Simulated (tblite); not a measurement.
# C6H10BPS: the cost of one run

The runs use tblite 0.8.0 and PySCF 2.14.0, with density-fitted response routines of our own; the level of theory stands in each step. All values are computed, except where a source is named. Atoms are numbered from 0 throughout.

## 1. Starting geometry

19 atoms, charge 0, multiplicity 1; geometry from: force field or distance geometry start.

Bonds of the start (Å): C0–B1 1.58, B1–C2 1.59, B1–P3 1.94, P3–C4 1.83, C4–C5 1.40, C5–C6 1.39, C6–S7 1.67, S7–C8 1.68, C8–C4 1.40, C0–H9 1.10, C0–H10 1.11, C0–H11 1.12, C2–H12 1.11, C2–H13 1.11, C2–H14 1.12, P3–H15 1.44, C5–H16 1.09, C6–H17 1.07, C8–H18 1.08.

## 2. Optimising the geometry with GFN2-xTB

What the job is given:

```
{"job": {"kind": "relax", "xc": "GFN2-xTB", "basis": "xTB"}, "charge": 0, "multiplicity": 1}
C     -2.202200    -0.556500    -1.078700
B     -1.434000    -0.151700     0.238500
C     -1.611500     1.283700     0.888700
P     -0.139300    -1.371600     1.002700
C      1.285400    -0.629900     0.135400
C      2.066800     0.385800     0.687500
C      3.074200     0.844800    -0.159000
S      2.973800    -0.011100    -1.593100
C      1.660900    -0.976600    -1.165600
H     -1.485900    -0.761400    -1.883700
H     -2.821300    -1.464300    -0.890800
H     -2.883700     0.270800    -1.390300
H     -0.978900     1.399500     1.790100
H     -1.339900     2.059300     0.136100
H     -2.684300     1.431900     1.184200
H     -0.372300    -2.427300     0.044900
H      1.912700     0.786400     1.687300
H      3.789900     1.612000     0.073800
H      1.179800    -1.714500    -1.785200
```

Run with:

```console
OMP_NUM_THREADS=1 python probes_run.py task.json out
```

The driver reads the jobs from task.json and runs them one after another.

**Question.** How long does this first job take on 1 thread of Arm Neoverse V1, shared host?

About 1.8 s.
